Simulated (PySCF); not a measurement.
# C8H11B: excited states, first hyperpolarisability

Aim: compute the excited states, first hyperpolarisability of C8H11B (`CB(C)c1ccccc1`).

Computed with PySCF 2.14.0 and routines of our own; the level stands in each step. Atoms count from 0.

## (1) The starting structure

20 atoms, charge 0, multiplicity 1; geometry from: GFN2-xTB.

## (2) Geometry optimisation at PBE0-D3(BJ)/def2-SVP

The job: settings as JSON, then the geometry in Å.

```
{"job": {"xc": "PBE0", "basis": "def2-SVP", "d3": "d3bj", "grid": 2, "kind": "geom"}, "charge": 0, "multiplicity": 1}
C     -2.274663    -1.205237    -0.157076
B     -1.390601     0.102657    -0.093440
C     -2.077306     1.524979    -0.137879
C      0.166918    -0.011718     0.012598
C      0.813639    -1.253413     0.054224
C      2.188463    -1.358819     0.147519
C      2.970203    -0.216964     0.201902
C      2.362265     1.026669     0.161411
C      0.986692     1.122463     0.068851
H     -2.000412    -1.824009    -1.011101
H     -3.340901    -1.005352    -0.230754
H     -2.121060    -1.825971     0.725249
H     -1.839354     2.104483     0.753763
H     -3.160990     1.481184    -0.215570
H     -1.714618     2.110790    -0.982125
H      0.224504    -2.157566     0.011248
H      2.656020    -2.333178     0.176622
H      4.045620    -0.295538     0.272761
H      2.966075     1.922568     0.200947
H      0.534357     2.102651     0.037814
```

Run with:

```bash
> OMP_NUM_THREADS=1 python excited_run.py task.json out
```

One launch serves the whole session: the jobs run in the order shown.

Log:

```text
step   0  E = -335.70445778  max force = 0.009605
step   1  E = -335.70637656  max force = 0.001963
step   2  E = -335.70639367  max force = 0.000917
step   3  E = -335.70638883  max force = 0.001617
step   4  E = -335.70639892  max force = 0.000191
optimisation converged
```

Run time: 62 s. Hardware: 1 thread of Arm Neoverse V2, shared host; peak memory 0.88 GiB.

Along the way:

| step | energy from step 0 (eV) | largest force component (eV/Å) |
| --- | --- | --- |
| 0 | 0.0000 | 0.4939 |
| 1 | -0.0522 | 0.1009 |
| 2 | -0.0527 | 0.0472 |
| 3 | -0.0525 | 0.0831 |
| 4 | -0.0528 | 0.0098 |

Distances of close pairs at the start and the end, largest changes first:

| bond | before (Å) | after (Å) | change (Å) |
| --- | --- | --- | --- |
| C2–H12 | 1.090 | 1.104 | +0.015 |
| C0–H11 | 1.090 | 1.104 | +0.015 |
| C0–H9 | 1.090 | 1.104 | +0.015 |
| C2–H14 | 1.090 | 1.104 | +0.015 |
| C8–H19 | 1.080 | 1.093 | +0.013 |
| C4–H15 | 1.080 | 1.093 | +0.013 |
| C6–H17 | 1.081 | 1.093 | +0.012 |
| C0–H10 | 1.087 | 1.099 | +0.012 |

The next job starts from the end point, and lists it.

| at the end point | value |
| --- | --- |
| point group (found at 0.08 Å tolerance) | C2v |
| rotational constants (GHz, main isotopes) | 3.246, 1.131, 0.848 |
| dipole moment (D) | 0.51 |

## (3) Excited states: TDA CAM-B3LYP/aug-cc-pVDZ

The job: settings as JSON, then the geometry in Å.

```
{"job": {"kind": "states", "xc": "CAM-B3LYP", "basis": "aug-cc-pVDZ", "tda": true, "soc": true, "nstates": 6, "ntriplets": 5, "nquad": 4}, "charge": 0, "multiplicity": 1}
C     -2.189023    -1.121636    -0.122658
B     -1.317015     0.191200    -0.062695
C     -1.989522     1.617241    -0.105897
C      0.248945     0.076439     0.042663
C      0.892712    -1.174769     0.085810
C      2.277580    -1.283265     0.178985
C      3.061655    -0.130797     0.231752
C      2.454068     1.124191     0.191042
C      1.068253     1.219873     0.097921
H     -1.888387    -1.746579    -0.982213
H     -3.270325    -0.938668    -0.196327
H     -2.007886    -1.747569     0.769053
H     -1.723061     2.196828     0.795737
H     -3.085660     1.593792    -0.183686
H     -1.598454     2.204924    -0.955211
H      0.293773    -2.088314     0.045374
H      2.750253    -2.268101     0.210651
H      4.149344    -0.210907     0.304867
H      3.065323     2.029168     0.232308
H      0.608983     2.211361     0.067286
```

Level: TDA CAM-B3LYP/aug-cc-pVDZ excited states, vertical, gas phase, spin-orbit mean-field couplings.

Log:

```text
coarse grid: 16600 points
cycle   1  E = -336.0855678686  dE =  1.431e+00  |g| = 4.136e-01  |ddm| = 6.480e+01
cycle   2  E = -336.1084503876  dE = -2.288e-02  |g| = 3.247e-01  |ddm| = 7.206e+00
cycle   3  E = -336.1364688387  dE = -2.802e-02  |g| = 4.289e-02  |ddm| = 1.872e+00
cycle   4  E = -336.1366957700  dE = -2.269e-04  |g| = 3.598e-02  |ddm| = 6.336e-01
cycle   5  E = -336.1370529903  dE = -3.572e-04  |g| = 2.099e-03  |ddm| = 2.178e-01
cycle   6  E = -336.1370542495  dE = -1.259e-06  |g| = 8.594e-04  |ddm| = 2.420e-02
final grid: 159968 points
cycle   7  E = -336.1637399252  dE = -3.951e-05  |g| = 4.715e-03  |ddm| = 1.024e+00
cycle   8  E = -336.1637418629  dE = -1.938e-06  |g| = 4.042e-03  |ddm| = 1.084e-01
cycle   9  E = -336.1637460243  dE = -4.161e-06  |g| = 2.804e-04  |ddm| = 2.719e-02
cycle  10  E = -336.1637460352  dE = -1.093e-08  |g| = 2.283e-04  |ddm| = 7.887e-03
cycle  11  E = -336.1637460496  dE = -1.442e-08  |g| = 4.183e-05  |ddm| = 1.608e-03
cycle  12  E = -336.1637460502  dE = -5.266e-10  |g| = 1.068e-05  |ddm| = 5.353e-04
converged SCF energy = -336.1637460502

Singlet excitations
state   eV       nm        f     d(h-e)  d(exc)  Lambda  PR(NTO)  |dmu|/D   mu/D   main configurations
  1   5.0502   245.5   0.01701   0.669   2.994   0.567   1.626    2.112    2.606   H->L 0.72, H-1->L+4 0.24
  2   5.5679   222.7   0.27947   1.022   3.144   0.731   1.277    3.265    3.759   H-1->L 0.87, H->L+4 0.09
  3   5.7572   215.4   0.00018   0.340   2.879   0.501   1.031    0.641    0.147   H-3->L 0.94
  4   5.8788   210.9   0.00000   1.049   2.977   0.436   1.029    3.937    3.443   H-2->L 0.91
  5   6.4731   191.5   0.00000   0.513   4.508   0.184   1.023                     H->L+1 0.80, H->L+2 0.09
  6   6.5554   189.1   0.00326   0.669   4.611   0.202   1.024                     H-1->L+1 0.81, H-1->L+2 0.08

Triplet excitations (Tamm-Dancoff)
state   eV     d(h-e)  d(exc)  Lambda  PR(NTO)   main configurations
  1   3.7539   0.316   2.680   0.730   1.429   H-1->L 0.75, H->L+4 0.14
  2   4.2399   0.675   2.911   0.531   1.068   H->L 0.90
  3   4.6248   0.178   2.677   0.826   1.414   H->L+4 0.79, H-1->L 0.16
  4   5.1779   0.065   2.727   0.663   1.069   H-1->L+4 0.94
  5   5.2901   0.332   2.789   0.500   1.029   H-3->L 0.93
S1 - T1 = 1.2963 eV

Spin-orbit couplings |<S|Hso|T>| (cm-1)
             T1       T2       T3       T4       T5
S0        0.000    0.020    0.001    0.031    2.750
S1        0.043    0.001    0.002    0.001    1.109
S2        0.000    0.034    0.000    0.005    0.990
S3        0.829    1.205    0.303    0.077    0.012
S4        0.662    0.126    0.120    0.017    8.318
S5        0.267    0.713    0.564    0.204    0.130
S6        0.783    0.129    0.464    0.578    0.001
T1 sublevels (cm-1): 0.000 0.000 0.000   radiative rates (1/s): 8e-07 9.77e-05 0.00244
```

It took 78 s on 1 thread of Arm Neoverse V2, shared host; peak memory 1.4 GiB.

In short:

| quantity | value |
| --- | --- |
| S1 less T1 | 1.30 eV |

## (4) Excited states: TDDFT CAM-B3LYP/aug-cc-pVDZ

The job, as its differences from that of step 3:

```diff
@@ -1,2 +1,2 @@
-{"job": {"kind": "states", "xc": "CAM-B3LYP", "basis": "aug-cc-pVDZ", "tda": true, "soc": true, "nstates": 6, "ntriplets": 5, "nquad": 4}, "charge": 0, "multiplicity": 1}
+{"job": {"kind": "states", "xc": "CAM-B3LYP", "basis": "aug-cc-pVDZ", "tpa": true, "nstates": 8, "nquad": 6, "ntriplets": 0}, "charge": 0, "multiplicity": 1}
 C     -2.189023    -1.121636    -0.122658
```

Level: TDDFT CAM-B3LYP/aug-cc-pVDZ excited states, vertical, gas phase, two-photon moments by quadratic response.

Log:

```text
coarse grid: 16600 points
cycle   1  E = -336.0855678686  dE =  1.431e+00  |g| = 4.136e-01  |ddm| = 6.480e+01
cycle   2  E = -336.1084503876  dE = -2.288e-02  |g| = 3.247e-01  |ddm| = 7.206e+00
cycle   3  E = -336.1364688387  dE = -2.802e-02  |g| = 4.289e-02  |ddm| = 1.872e+00
cycle   4  E = -336.1366957700  dE = -2.269e-04  |g| = 3.598e-02  |ddm| = 6.336e-01
cycle   5  E = -336.1370529903  dE = -3.572e-04  |g| = 2.099e-03  |ddm| = 2.178e-01
cycle   6  E = -336.1370542495  dE = -1.259e-06  |g| = 8.594e-04  |ddm| = 2.420e-02
final grid: 159968 points
cycle   7  E = -336.1637399252  dE = -3.951e-05  |g| = 4.715e-03  |ddm| = 1.024e+00
cycle   8  E = -336.1637418629  dE = -1.938e-06  |g| = 4.042e-03  |ddm| = 1.084e-01
cycle   9  E = -336.1637460243  dE = -4.161e-06  |g| = 2.804e-04  |ddm| = 2.719e-02
cycle  10  E = -336.1637460352  dE = -1.093e-08  |g| = 2.283e-04  |ddm| = 7.887e-03
cycle  11  E = -336.1637460496  dE = -1.442e-08  |g| = 4.183e-05  |ddm| = 1.608e-03
cycle  12  E = -336.1637460502  dE = -5.266e-10  |g| = 1.068e-05  |ddm| = 5.353e-04
converged SCF energy = -336.1637460502

Singlet excitations
state   eV       nm        f     d(h-e)  d(exc)  Lambda  PR(NTO)  |dmu|/D   mu/D   delta(TPA)   sigma/GM   main configurations
  1   4.9709   249.4   0.01738   0.654   2.974   0.564   1.611    2.320    2.815       14.87      0.135   H->L 0.78, H-1->L+4 0.19
  2   5.3713   230.8   0.23338   0.946   3.104   0.728   1.307    3.079    3.573      235.26      2.487   H-1->L 0.91
  3   5.7296   216.4   0.00011   0.336   2.882   0.501   1.035    0.646    0.152        0.22      0.003   H-3->L 0.95
  4   5.8528   211.8   0.00000   1.052   2.976   0.436   1.033    3.935    3.440        0.32      0.004   H-2->L 0.91
  5   6.4720   191.6   0.00000   0.513   4.511   0.184   1.022    3.209    2.715       91.15      1.399   H->L+1 0.80, H->L+2 0.09
  6   6.4996   190.8   0.22788   0.576   3.121   0.611   1.827    1.754    2.248        5.65      0.087   H-1->L+4 0.71, H->L 0.21
  7   6.5539   189.2   0.00332   0.666   4.612   0.202   1.024                                            H-1->L+1 0.81, H-1->L+2 0.08
  8   6.6258   187.1   0.51723   0.249   2.895   0.799   1.523                                            H->L+4 0.84
```

Wall time 99 s (1 thread of Arm Neoverse V2, shared host); peak memory 1.4 GiB.

## (5) First hyperpolarisability: quadratic response CAM-B3LYP/aug-cc-pVDZ

The job, as its differences from that of step 4:

```diff
@@ -1,2 +1,2 @@
-{"job": {"kind": "states", "xc": "CAM-B3LYP", "basis": "aug-cc-pVDZ", "tpa": true, "nstates": 8, "nquad": 6, "ntriplets": 0}, "charge": 0, "multiplicity": 1}
+{"job": {"kind": "beta", "xc": "CAM-B3LYP", "basis": "aug-cc-pVDZ"}, "charge": 0, "multiplicity": 1}
 C     -2.189023    -1.121636    -0.122658
```

Method: quadratic response CAM-B3LYP/aug-cc-pVDZ first hyperpolarisability, Taylor convention, gas phase.

Log:

```text
coarse grid: 16600 points
cycle   1  E = -336.0855678686  dE =  1.431e+00  |g| = 4.136e-01  |ddm| = 6.480e+01
cycle   2  E = -336.1084503876  dE = -2.288e-02  |g| = 3.247e-01  |ddm| = 7.206e+00
cycle   3  E = -336.1364688387  dE = -2.802e-02  |g| = 4.289e-02  |ddm| = 1.872e+00
cycle   4  E = -336.1366957700  dE = -2.269e-04  |g| = 3.598e-02  |ddm| = 6.336e-01
cycle   5  E = -336.1370529903  dE = -3.572e-04  |g| = 2.099e-03  |ddm| = 2.178e-01
cycle   6  E = -336.1370542495  dE = -1.259e-06  |g| = 8.594e-04  |ddm| = 2.420e-02
final grid: 159968 points
cycle   7  E = -336.1637399252  dE = -3.951e-05  |g| = 4.715e-03  |ddm| = 1.024e+00
cycle   8  E = -336.1637418629  dE = -1.938e-06  |g| = 4.042e-03  |ddm| = 1.084e-01
cycle   9  E = -336.1637460243  dE = -4.161e-06  |g| = 2.804e-04  |ddm| = 2.719e-02
cycle  10  E = -336.1637460352  dE = -1.093e-08  |g| = 2.283e-04  |ddm| = 7.887e-03
cycle  11  E = -336.1637460496  dE = -1.442e-08  |g| = 4.183e-05  |ddm| = 1.608e-03
cycle  12  E = -336.1637460502  dE = -5.266e-10  |g| = 1.068e-05  |ddm| = 5.353e-04
converged SCF energy = -336.1637460502

Lowest singlets (eV, f): 4.9709 0.0174  5.3713 0.2334  5.7296 0.0001

First hyperpolarisability (au)
process     nm      |vector|   parallel      HRS      DR
static         -      314.56     188.74     150.41   3.443
shg       1907.0      343.91     206.34     163.09    3.52
eope      1907.0      323.91     194.35          -       -
shg       1064.0      425.70     255.42     198.07   3.714
eope      1064.0      346.13     207.68          -       -
```

Wall time 70 s (1 thread of Arm Neoverse V2, shared host); peak memory 1.4 GiB.

## (6) Excited states: TDA CAM-B3LYP/aug-cc-pVDZ in acetonitrile

The job, as its differences from that of step 5:

```diff
@@ -1,2 +1,2 @@
-{"job": {"kind": "beta", "xc": "CAM-B3LYP", "basis": "aug-cc-pVDZ"}, "charge": 0, "multiplicity": 1}
+{"job": {"kind": "states", "xc": "CAM-B3LYP", "basis": "aug-cc-pVDZ", "tda": true, "soc": true, "nstates": 6, "ntriplets": 5, "nquad": 4, "solvent": "acetonitrile"}, "charge": 0, "multiplicity": 1}
 C     -2.189023    -1.121636    -0.122658
```

Method: TDA CAM-B3LYP/aug-cc-pVDZ excited states, vertical, IEF-PCM acetonitrile (non-equilibrium response), spin-orbit mean-field couplings.

Log:

```text
coarse grid: 16600 points
cycle   1  E = -336.0920772804  dE =  1.425e+00  |g| = 4.039e-01  |ddm| = 6.491e+01
cycle   2  E = -336.1178422501  dE = -2.576e-02  |g| = 2.956e-01  |ddm| = 7.461e+00
cycle   3  E = -336.1408926827  dE = -2.305e-02  |g| = 3.342e-02  |ddm| = 1.795e+00
cycle   4  E = -336.1411537519  dE = -2.611e-04  |g| = 2.017e-02  |ddm| = 5.217e-01
cycle   5  E = -336.1412613339  dE = -1.076e-04  |g| = 2.368e-03  |ddm| = 1.847e-01
cycle   6  E = -336.1412631513  dE = -1.817e-06  |g| = 8.173e-04  |ddm| = 2.774e-02
final grid: 159968 points
cycle   7  E = -336.1679009304  dE = -4.006e-05  |g| = 4.671e-03  |ddm| = 1.023e+00
cycle   8  E = -336.1679031734  dE = -2.243e-06  |g| = 3.848e-03  |ddm| = 1.005e-01
cycle   9  E = -336.1679069014  dE = -3.728e-06  |g| = 2.670e-04  |ddm| = 2.373e-02
cycle  10  E = -336.1679069140  dE = -1.262e-08  |g| = 2.120e-04  |ddm| = 8.193e-03
cycle  11  E = -336.1679069266  dE = -1.254e-08  |g| = 2.768e-05  |ddm| = 1.813e-03
cycle  12  E = -336.1679069269  dE = -2.966e-10  |g| = 5.738e-06  |ddm| = 4.175e-04
converged SCF energy = -336.1679069269

Singlet excitations
state   eV       nm        f     d(h-e)  d(exc)  Lambda  PR(NTO)  |dmu|/D   mu/D   main configurations
  1   5.0681   244.6   0.02396   0.647   2.980   0.571   1.597    2.283    2.921   H->L 0.74, H-1->L+4 0.23
  2   5.5374   223.9   0.35903   0.994   3.133   0.733   1.218    3.624    4.261   H-1->L 0.89
  3   5.7378   216.1   0.00024   0.366   2.889   0.501   1.032    0.821    0.183   H-3->L 0.95
  4   5.8288   212.7   0.00000   1.076   2.990   0.428   1.029    4.453    3.815   H-2->L 0.91
  5   6.5239   190.0   0.00000   0.239   4.374   0.186   1.019                     H->L+1 0.76, H->L+2 0.10
  6   6.5970   187.9   0.00251   0.320   4.459   0.208   1.020                     H-1->L+1 0.78, H-1->L+2 0.09

Triplet excitations (Tamm-Dancoff)
state   eV     d(h-e)  d(exc)  Lambda  PR(NTO)   main configurations
  1   3.7878   0.302   2.674   0.735   1.434   H-1->L 0.76, H->L+4 0.15
  2   4.2757   0.651   2.900   0.536   1.070   H->L 0.90
  3   4.6495   0.171   2.675   0.831   1.418   H->L+4 0.79, H-1->L 0.17
  4   5.1936   0.064   2.725   0.668   1.071   H-1->L+4 0.94
  5   5.2740   0.355   2.798   0.500   1.030   H-3->L 0.93
S1 - T1 = 1.2803 eV

Spin-orbit couplings |<S|Hso|T>| (cm-1)
             T1       T2       T3       T4       T5
S0        0.000    0.020    0.001    0.032    2.792
S1        0.046    0.001    0.002    0.000    1.072
S2        0.001    0.037    0.000    0.007    1.009
S3        0.814    1.160    0.300    0.075    0.022
S4        0.690    0.122    0.140    0.014    8.348
S5        0.039    0.318    0.077    0.097    0.128
S6        0.393    0.000    0.225    0.030    0.001
T1 sublevels (cm-1): 0.000 0.000 0.000   radiative rates (1/s): 9.61e-07 0.000174 0.000711
```

It took 78 s on 1 thread of Arm Neoverse V2, shared host; peak memory 1.5 GiB.

Key values:

| quantity | value |
| --- | --- |
| S1 less T1 | 1.28 eV |

## (7) Outcome

```
                                                      quantity                                                value
                                                   point group                                                  C2v
                          rotational constants (main isotopes)                                 3.25, 1.13, 0.85 GHz
                S1 less T1 (step 3, TDA CAM-B3LYP/aug-cc-pVDZ)                                              1.30 eV
   β vector (step 5, quadratic response CAM-B3LYP/aug-cc-pVDZ)  static 315, SHG 1907.0 nm 344, SHG 1064.0 nm 426 au
S1 less T1 (step 6, TDA CAM-B3LYP/aug-cc-pVDZ in acetonitrile)                                              1.28 eV
```

Over 4 steps the energy fell by 0.053 eV; of the close pairs, C2–H12 changed most, 1.090 to 1.104 Å. In step 3, the number of triplets below S1 is 3, and the largest singlet-triplet spin-orbit coupling is S4–T5, 8.32 cm⁻¹. β grows from 315 au (static) to 426 au for doubling at 1064.0 nm: normal dispersion, which grows as twice the photon energy moves toward the bright states. In step 6, the number of triplets below S1 is 3, and the largest singlet-triplet spin-orbit coupling is S4–T5, 8.35 cm⁻¹.
